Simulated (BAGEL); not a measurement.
**SF6 (sulfur hexafluoride): a chain of runs**

We compute a series of 15 runs (PBE0/cc-pVDZ, RI-MP2/cc-pVDZ) of F6S. 

The results are computed with BAGEL 1.2.2.

1 further run of the same task is left out (set aside as unsound or not needed).

### Step 1. Starting point

SF6: 7 atoms, total charge 0, spin state singlet. As SMILES, `FS(F)(F)(F)(F)F`. One bond was lengthened or shortened from a relaxed shape.

Bond lengths: F1–S2 1.565 Å, S2–F3 1.565 Å, S2–F4 1.565 Å, S2–F5 1.330 Å, S2–F6 1.565 Å, S2–F7 1.565 Å. Some angles: F1–S2–F3 90.0°, F1–S2–F4 90.0°, F1–S2–F5 180.0°, F1–S2–F6 90.0°, F1–S2–F7 90.0°, F3–S2–F4 180.0°, F3–S2–F5 90.0°, F3–S2–F6 90.0°, F3–S2–F7 90.0°, F4–S2–F5 90.0°.

### Step 2. The energy at PBE0/cc-pVDZ (density fitting with svp-jkfit) (run 1)

Input file job.json:

```json
{ "bagel" : [

{
  "title" : "molecule",
  "basis" : "cc-pvdz.json",
  "df_basis" : "svp-jkfit",
  "angstrom" : true,
  "geometry" : [
    { "atom" : "F", "xyz" : [   -0.481139,   -1.112119,    0.549219 ] },
    { "atom" : "S", "xyz" : [    0.084901,    0.196271,   -0.096921 ] },
    { "atom" : "F", "xyz" : [    1.249541,    0.208801,    0.948669 ] },
    { "atom" : "F", "xyz" : [   -1.079699,    0.183721,   -1.142561 ] },
    { "atom" : "F", "xyz" : [    0.565990,    1.308430,   -0.646120 ] },
    { "atom" : "F", "xyz" : [   -0.794359,    1.055151,    0.872119 ] },
    { "atom" : "F", "xyz" : [    0.964161,   -0.662629,   -1.065931 ] }
  ]
},
{ "title" : "ks", "xc_func" : "pbe0" },
{ "title" : "print", "file" : "orbitals.molden", "orbitals" : true }

]}
```

The basis set cc-pVDZ is read from a file made from the Basis Set Exchange's data (not shown).

Run with:

```bash
BAGEL_NUM_THREADS=1 BAGEL job.json > job.out
```

The program printed:

```text
* using 1 threads per process

  ===============================================================
  ===============================================================

  *** Geometry ***

  { "atom" : "F", "xyz" : [     -0.909221,     -2.101600,      1.037873 ] },
  { "atom" : "S", "xyz" : [      0.160440,      0.370898,     -0.183154 ] },
  { "atom" : "F", "xyz" : [      2.361290,      0.394577,      1.792725 ] },
  { "atom" : "F", "xyz" : [     -2.040335,      0.347182,     -2.159127 ] },
  { "atom" : "F", "xyz" : [      1.069566,      2.472574,     -1.220990 ] },
  { "atom" : "F", "xyz" : [     -1.501121,      1.993946,      1.648066 ] },
  { "atom" : "F", "xyz" : [      1.822000,     -1.252187,     -2.014318 ] },

  Number of auxiliary basis functions:      590

  Since a DF basis is specified, we compute 2- and 3-index integrals:
    o Being stored without compression. Storage requirement is 0.049 GB

  Number of basis functions:      102
  Number of electrons      :       70

    * METHOD: MOLECULE                             0.28

  *** Kohn-Sham DFT ***

    * Removing 15815 points whose weight is below 1.00e-10
    * Grid points: 88527

  === Nuclear Repulsion ===
   581.2728698987

       - DIIS with orbital gradients will be used.

  === KS iteration (pbe0 / cc-pvdz.json) ===
      0       -925.29225074          0.17618582           0.59
      1       -925.78675083          0.20319925           0.51
      2       -818.57412822          0.30008395           0.43
      3       -976.96006646          0.10567136           0.47
      4       -988.99548239          0.06472891           0.52
      5       -995.88566654          0.02106350           0.48
      6       -996.21819241          0.01032817           0.48
      7       -996.33718347          0.00418563           0.52
      8       -996.36339106          0.00103535           0.48
      9       -996.36485444          0.00018099           0.42
     10       -996.36487955          0.00013170           0.45
     11       -996.36490533          0.00001590           0.42
     12       -996.36490549          0.00001140           0.49
     13       -996.36490568          0.00000326           0.42
     14       -996.36490569          0.00000121           0.41
     15       -996.36490569          0.00000059           0.44
     16       -996.36490569          0.00000013           0.49
     17       -996.36490569          0.00000008           0.52
     18       -996.36490569          0.00000002           0.51
     19       -996.36490569          0.00000000           0.47
    * SCF iteration converged.

    * Permanent dipole moment:
           (   -0.146947,    -0.339670,     0.167748) a.u.

    * METHOD: KS                                  10.10

    * METHOD: PRINT                                0.01

  ===============================================================
```

Wall time 11 s (1 thread of Intel Xeon 6975P-C (Granite Rapids), shared host); peak memory 0.48 GiB.

### Step 3. Bond 5-2 at 1.565 A: a single-point energy at RI-MP2/cc-pVDZ (density fitting with svp-jkfit) (run 2)

Input file job.json:

```json
{ "bagel" : [

{
  "title" : "molecule",
  "basis" : "cc-pvdz.json",
  "df_basis" : "svp-jkfit",
  "angstrom" : true,
  "geometry" : [
    { "atom" : "F", "xyz" : [   -0.566045,   -1.308402,    0.646146 ] },
    { "atom" : "S", "xyz" : [   -0.000005,   -0.000012,    0.000006 ] },
    { "atom" : "F", "xyz" : [    1.164635,    0.012518,    1.045596 ] },
    { "atom" : "F", "xyz" : [   -1.164605,   -0.012562,   -1.045634 ] },
    { "atom" : "F", "xyz" : [    0.565990,    1.308430,   -0.646120 ] },
    { "atom" : "F", "xyz" : [   -0.879265,    0.858868,    0.969046 ] },
    { "atom" : "F", "xyz" : [    0.879255,   -0.858912,   -0.969004 ] }
  ]
},
{ "title" : "hf", "charge" : 0 },
{ "title" : "mp2", "charge" : 0, "ncore" : 11 }

]}
```

The basis set cc-pVDZ is read from a file made from the Basis Set Exchange's data (not shown).

Run with:

```bash
BAGEL_NUM_THREADS=1 BAGEL job.json > job.out
```

The program printed:

```text
* using 1 threads per process

  ===============================================================
  ===============================================================

  *** Geometry ***

  { "atom" : "F", "xyz" : [     -1.069670,     -2.472521,      1.221039 ] },
  { "atom" : "S", "xyz" : [     -0.000009,     -0.000023,      0.000011 ] },
  { "atom" : "F", "xyz" : [      2.200841,      0.023656,      1.975890 ] },
  { "atom" : "F", "xyz" : [     -2.200784,     -0.023739,     -1.975962 ] },
  { "atom" : "F", "xyz" : [      1.069566,      2.472574,     -1.220990 ] },
  { "atom" : "F", "xyz" : [     -1.661570,      1.623025,      1.831232 ] },
  { "atom" : "F", "xyz" : [      1.661551,     -1.623108,     -1.831152 ] },

  Number of auxiliary basis functions:      590

  Since a DF basis is specified, we compute 2- and 3-index integrals:
    o Being stored without compression. Storage requirement is 0.049 GB

  Number of basis functions:      102
  Number of electrons      :       70

    * METHOD: MOLECULE                             0.43

  *** RHF ***

  === Nuclear Repulsion ===
   565.5632316224

      * DIIS with orbital gradients will be used.

  === RHF iteration (cc-pvdz.json) ===
      0       -993.45263734          0.02365128           0.17
      1       -993.78766653          0.01590529           0.19
      2       -994.00449024          0.00071338           0.19
      3       -994.00566323          0.00013615           0.15
      4       -994.00569990          0.00003712           0.16
      5       -994.00570289          0.00000731           0.15
      6       -994.00570300          0.00000158           0.16
      7       -994.00570300          0.00000016           0.17
      8       -994.00570300          0.00000005           0.16
      9       -994.00570300          0.00000001           0.18
    * SCF iteration converged.

    * Permanent dipole moment:
           (   -0.000004,     0.000028,    -0.000011) a.u.

    * METHOD: HF                                   1.95

  *** RHF ***

  === Nuclear Repulsion ===
   565.5632316224

      * DIIS with orbital gradients will be used.

  === RHF iteration (cc-pvdz.json) ===
      0       -994.00570300          0.00000000           0.15
    * SCF iteration converged.

    * Permanent dipole moment:
           (   -0.000004,     0.000029,    -0.000011) a.u.

  === DF-MP2 calculation ===

    * freezing 11 orbitals
    * 3-index integral transformation done
    * assembly done

      MP2 correlation energy:   -1.2886724029      0.15

      MP2 total energy:       -995.2943754071

    * METHOD: MP2                                  0.49

  ===============================================================
```

Wall time 3.6 s (1 thread of Intel Xeon 6975P-C (Granite Rapids), shared host); peak memory 0.18 GiB.

Runs 3 to 12 aren't shown in full; the table further down has their settings and results.

### Step 4. Bond 5-2 at 3.600 A: the energy at PBE0/cc-pVDZ (density fitting with svp-jkfit) (run 13)

Input file dft.json:

```json
{ "bagel": [

{
  "title": "molecule",
  "basis": "cc-pvdz.json",
  "df_basis": "svp-jkfit",
  "angstrom": true,
  "geometry": [
    { "atom": "F", "xyz": [   -1.301818,   -3.009327,    1.486085 ] },
    { "atom": "S", "xyz": [   -0.735778,   -1.700937,    0.839945 ] },
    { "atom": "F", "xyz": [    0.428862,   -1.688407,    1.885535 ] },
    { "atom": "F", "xyz": [   -1.900378,   -1.713487,   -0.205695 ] },
    { "atom": "F", "xyz": [    0.565990,    1.308430,   -0.646120 ] },
    { "atom": "F", "xyz": [   -1.615038,   -0.842057,    1.808985 ] },
    { "atom": "F", "xyz": [    0.143482,   -2.559837,   -0.129065 ] }
  ]
},
{
  "title": "ks",
  "xc_func": "pbe0"
},
{
  "title": "print",
  "file": "orbitals.molden",
  "orbitals": true
}

]}
```

The basis set cc-pVDZ is read from a file made from the Basis Set Exchange's data (not shown).

Run with:

```bash
BAGEL_NUM_THREADS=1 BAGEL dft.json > dft.out
```

The program printed:

```text
* using 1 threads per process

  ===============================================================
  ===============================================================

  *** Geometry ***

  { "atom" : "F", "xyz" : [     -2.460079,     -5.686804,      2.808294 ] },
  { "atom" : "S", "xyz" : [     -1.390419,     -3.214305,      1.587266 ] },
  { "atom" : "F", "xyz" : [      0.810432,     -3.190627,      3.563145 ] },
  { "atom" : "F", "xyz" : [     -3.591194,     -3.238021,     -0.388707 ] },
  { "atom" : "F", "xyz" : [      1.069566,      2.472574,     -1.220990 ] },
  { "atom" : "F", "xyz" : [     -3.051980,     -1.591257,      3.418486 ] },
  { "atom" : "F", "xyz" : [      0.271142,     -4.837391,     -0.243898 ] },

  Number of auxiliary basis functions:      590

  Since a DF basis is specified, we compute 2- and 3-index integrals:
    o Being stored without compression. Storage requirement is 0.049 GB

  Number of basis functions:      102
  Number of electrons      :       70

    * METHOD: MOLECULE                             0.38

  *** Kohn-Sham DFT ***

    * Removing 13184 points whose weight is below 1.00e-10
    * Grid points: 91158

  === Nuclear Repulsion ===
   498.8720634882

       - DIIS with orbital gradients will be used.

  === KS iteration (pbe0 / cc-pvdz.json) ===
      0       -907.19122862          0.16716035           0.68
      1       -766.58808299          0.17457883           0.48
      2       -943.87708387          0.13575084           0.51
      3       -968.36423480          0.03824262           0.55
      4       -796.17671538          0.11338795           0.55
      5       -954.00650407          0.06215124           0.59
      6       -950.34808086          0.09318636           0.52
      7       -955.57739668          0.05557973           0.46
      8       -993.96149669          0.03446088           0.46
      9       -965.74026084          0.06261208           0.48
     10       -995.31512604          0.01327289           0.52
     11       -995.34690979          0.01731430           0.58
     12       -995.76356650          0.01208899           0.51
     13       -995.49953402          0.00931321           0.56
     14       -995.93338893          0.00842569           0.51
     15       -995.96431602          0.00733201           0.50
     16       -995.47752079          0.00976739           0.56
     17       -996.05310900          0.00634297           0.54
     18       -995.96839559          0.00741766           0.49
     19       -995.97426658          0.00709651           0.47
     20       -995.98193043          0.00706065           0.44
     21       -995.99805295          0.00671956           0.52
     22       -982.21134253          0.03338676           0.45
     23       -995.29285389          0.01351240           0.52
     24       -996.08038200          0.00574500           0.46
     25       -996.06100812          0.00588015           0.45
     26       -996.06734166          0.00582870           0.48
[... 60 lines of this table left out ...]
     87       -996.22232710          0.00000028           0.63
     88       -996.22232710          0.00000023           0.62
     89       -996.22232710          0.00000013           0.62
     90       -996.22232710          0.00000014           0.60
     91       -996.22232710          0.00000014           0.61
     92       -996.22232710          0.00000027           0.66
     93       -996.22232710          0.00000010           0.68
     94       -996.22232710          0.00000012           0.60
     95       -996.22232710          0.00000008           0.56
     96       -996.22232710          0.00000009           0.61
     97       -996.22232710          0.00000008           0.62
     98       -996.22232710          0.00000015           0.58
     99       -996.22232710          0.00000003           0.61
    * Max iteration reached in SCF.

    * Permanent dipole moment:
           (    0.591772,     1.368053,    -0.675564) a.u.

    * METHOD: KS                                  55.60

    * METHOD: PRINT                                0.01

  ===============================================================
```

Run time: 56 s. Hardware: 1 thread of Intel Xeon 6975P-C (Granite Rapids), shared host; peak memory 0.5 GiB.

The iterations ended before the threshold was met.

Run 14 isn't shown in full; the table further down has it.

### Step 5. Bond 5-2 at 4.383 A: the energy at PBE0/cc-pVDZ (density fitting with svp-jkfit) (run 15)

Input file job.json:

```json
{ "bagel" : [

{
  "title" : "molecule",
  "basis" : "cc-pvdz.json",
  "df_basis" : "svp-jkfit",
  "angstrom" : true,
  "geometry" : [
    { "atom" : "F", "xyz" : [   -1.584815,   -3.663548,    1.809148 ] },
    { "atom" : "S", "xyz" : [   -1.018775,   -2.355158,    1.163008 ] },
    { "atom" : "F", "xyz" : [    0.145865,   -2.342628,    2.208598 ] },
    { "atom" : "F", "xyz" : [   -2.183375,   -2.367708,    0.117368 ] },
    { "atom" : "F", "xyz" : [    0.565990,    1.308430,   -0.646120 ] },
    { "atom" : "F", "xyz" : [   -1.898035,   -1.496278,    2.132048 ] },
    { "atom" : "F", "xyz" : [   -0.139515,   -3.214058,    0.193998 ] }
  ]
},
{ "title" : "ks", "xc_func" : "pbe0" },
{ "title" : "print", "file" : "orbitals.molden", "orbitals" : true }

]}
```

The basis set cc-pVDZ is read from a file made from the Basis Set Exchange's data (not shown).

Run with:

```bash
BAGEL_NUM_THREADS=1 BAGEL job.json > job.out
```

The program printed:

```text
* using 1 threads per process

  ===============================================================
  ===============================================================

  *** Geometry ***

  { "atom" : "F", "xyz" : [     -2.994866,     -6.923102,      3.418794 ] },
  { "atom" : "S", "xyz" : [     -1.925206,     -4.450604,      2.197767 ] },
  { "atom" : "F", "xyz" : [      0.275645,     -4.426925,      4.173645 ] },
  { "atom" : "F", "xyz" : [     -4.125981,     -4.474320,      0.221793 ] },
  { "atom" : "F", "xyz" : [      1.069566,      2.472574,     -1.220990 ] },
  { "atom" : "F", "xyz" : [     -3.586766,     -2.827556,      4.028987 ] },
  { "atom" : "F", "xyz" : [     -0.263645,     -6.073689,      0.366603 ] },

  Number of auxiliary basis functions:      590

  Since a DF basis is specified, we compute 2- and 3-index integrals:
    o Being stored without compression. Storage requirement is 0.049 GB

  Number of basis functions:      102
  Number of electrons      :       70

    * METHOD: MOLECULE                             0.37

  *** Kohn-Sham DFT ***

    * Removing 12792 points whose weight is below 1.00e-10
    * Grid points: 91550

  === Nuclear Repulsion ===
   487.1657168467

       - DIIS with orbital gradients will be used.

  === KS iteration (pbe0 / cc-pvdz.json) ===
      0       -905.71631219          0.16739343           0.81
      1       -758.83371846          0.17576207           0.66
      2       -942.79901896          0.13706194           0.77
      3       -967.39483481          0.03737859           0.73
      4       -788.85187550          0.10650271           0.61
      5       -952.34835533          0.05639351           0.60
      6       -966.58002922          0.05874604           0.59
      7       -992.96383168          0.03818571           0.73
      8       -994.75616929          0.02633142           0.69
      9       -995.37260866          0.01206451           0.66
     10       -995.86760008          0.00906831           0.66
     11       -995.43918292          0.00986022           0.66
     12       -995.93558027          0.00716630           0.74
     13       -995.44495343          0.01010024           0.59
     14       -995.95683889          0.00625859           0.72
     15       -995.43490522          0.01031065           0.66
     16       -995.96436915          0.00606529           0.69
     17       -995.46934123          0.00938153           0.64
     18       -995.95504042          0.00640224           0.65
     19       -995.47979575          0.00915647           0.72
     20       -995.93583673          0.00705622           0.75
     21       -995.47923096          0.00930816           0.72
     22       -995.45235440          0.00981873           0.70
     23       -995.45358041          0.00975400           0.69
     24       -995.85693231          0.00953618           0.75
     25       -995.37161424          0.01148874           0.69
     26       -995.83727166          0.00999082           0.59
     27       -995.85335334          0.00940897           0.63
     28       -995.85959577          0.00942971           0.60
     29       -995.90892913          0.00798646           0.73
     30       -995.95318126          0.00654263           0.56
     31       -981.67438490          0.03143077           0.68
     32       -982.09512397          0.03891880           0.59
     33       -982.03369754          0.03773422           0.63
     34       -996.16477176          0.00510920           0.64
     35       -996.04343957          0.00715459           0.71
     36       -995.95421859          0.00759348           0.69
     37       -996.07163134          0.00665578           0.55
     38       -996.10532865          0.00769031           0.53
     39       -996.18191398          0.00358749           0.52
     40       -996.19922330          0.00146092           0.57
     41       -996.20290015          0.00024717           0.71
     42       -996.20231556          0.00063384           0.61
     43       -996.20299064          0.00006708           0.53
     44       -996.20296994          0.00012686           0.59
     45       -996.20299726          0.00001184           0.62
     46       -996.20299752          0.00000551           0.54
     47       -996.20299760          0.00000217           0.66
     48       -996.20299766          0.00000167           0.63
     49       -996.20299771          0.00000164           0.66
     50       -996.20299857          0.00000710           0.52
     51       -996.20299814          0.00000510           0.54
     52       -996.20299894          0.00000863           0.55
     53       -996.20299901          0.00000624           0.72
     54       -996.20299907          0.00000073           0.71
     55       -996.20299910          0.00000048           0.63
     56       -996.20299911          0.00000065           0.61
     57       -996.20299911          0.00000017           0.51
     58       -996.20299911          0.00000032           0.50
     59       -996.20299911          0.00000107           0.59
     60       -996.20299911          0.00000021           0.62
     61       -996.20299911          0.00000017           0.61
     62       -996.20299912          0.00000009           0.63
     63       -996.20299912          0.00000010           0.54
     64       -996.20299912          0.00000015           0.60
     65       -996.20299912          0.00000007           0.57
     66       -996.20299912          0.00000006           0.64
     67       -996.20299912          0.00000002           0.67
     68       -996.20299912          0.00000003           0.50
     69       -996.20299912          0.00000001           0.58
    * SCF iteration converged.

    * Permanent dipole moment:
           (    0.680854,     1.573985,    -0.777251) a.u.

    * METHOD: KS                                  45.01

    * METHOD: PRINT                                0.01

  ===============================================================
```

Wall time 46 s (1 thread of Intel Xeon 6975P-C (Granite Rapids), shared host); peak memory 0.49 GiB.

### Step 6. All runs side by side

```tsv
run	level	frozen core orbitals	partner	energy (Eh)	wall time
1	PBE0/cc-pVDZ (density fitting with svp-jkfit)	–	bond 5-2 at 1.330 A	-996.364906	11 s
2	RI-MP2/cc-pVDZ (density fitting with svp-jkfit)	11	bond 5-2 at 1.565 A	-995.294375	3.6 s
3	PBE0/cc-pVDZ (density fitting with svp-jkfit)	–	bond 5-2 at 1.565 A	-996.445714	13 s
4	RI-MP2/cc-pVDZ (density fitting with svp-jkfit)	11	bond 5-2 at 1.800 A	-995.280656	4.2 s
5	PBE0/cc-pVDZ (density fitting with svp-jkfit)	–	bond 5-2 at 1.800 A	-996.430314	11 s
6	RI-MP2/cc-pVDZ (density fitting with svp-jkfit)	11	bond 5-2 at 2.113 A	-995.226850	3.9 s
7	PBE0/cc-pVDZ (density fitting with svp-jkfit)	–	bond 5-2 at 2.113 A	-996.375151	15 s
8	RI-MP2/cc-pVDZ (density fitting with svp-jkfit)	11	bond 5-2 at 2.504 A	-995.166123	3.6 s
9	PBE0/cc-pVDZ (density fitting with svp-jkfit)	–	bond 5-2 at 2.504 A	-996.312181	22 s
10	RI-MP2/cc-pVDZ (density fitting with svp-jkfit)	11	bond 5-2 at 2.974 A	-995.122991	4.8 s
11	PBE0/cc-pVDZ (density fitting with svp-jkfit)	–	bond 5-2 at 2.974 A	-996.260559	26 s
12	RI-MP2/cc-pVDZ (density fitting with svp-jkfit)	11	bond 5-2 at 3.600 A	-995.117710	5.1 s
13	PBE0/cc-pVDZ (density fitting with svp-jkfit)	–	bond 5-2 at 3.600 A	not converged	56 s
14	RI-MP2/cc-pVDZ (density fitting with svp-jkfit)	11	bond 5-2 at 4.383 A	-995.163271	9.3 s
15	PBE0/cc-pVDZ (density fitting with svp-jkfit)	–	bond 5-2 at 4.383 A	-996.202999	46 s
```

### Step 7. What came out

| quantity | value |
| --- | --- |
| bond 5-2 at 4.383 A, run 15: total energy | -996.20300 Eh |
| bond 5-2 at 4.383 A, run 15: dipole moment | 4.79 D |
| bond 5-2 at 4.383 A, run 15: HOMO energy | -8.29 eV |
| bond 5-2 at 4.383 A, run 15: LUMO energy | -7.32 eV |
| bond 5-2 at 4.383 A, run 15: HOMO–LUMO gap | 0.97 eV |

**Reading.** In runs 10, 11, 12, 14, 15 a closed-shell determinant meets a far-stretched bond, which it describes badly. All runs together took 3.9 min, the longest 56 s. 1 of the 15 runs did not end normally.
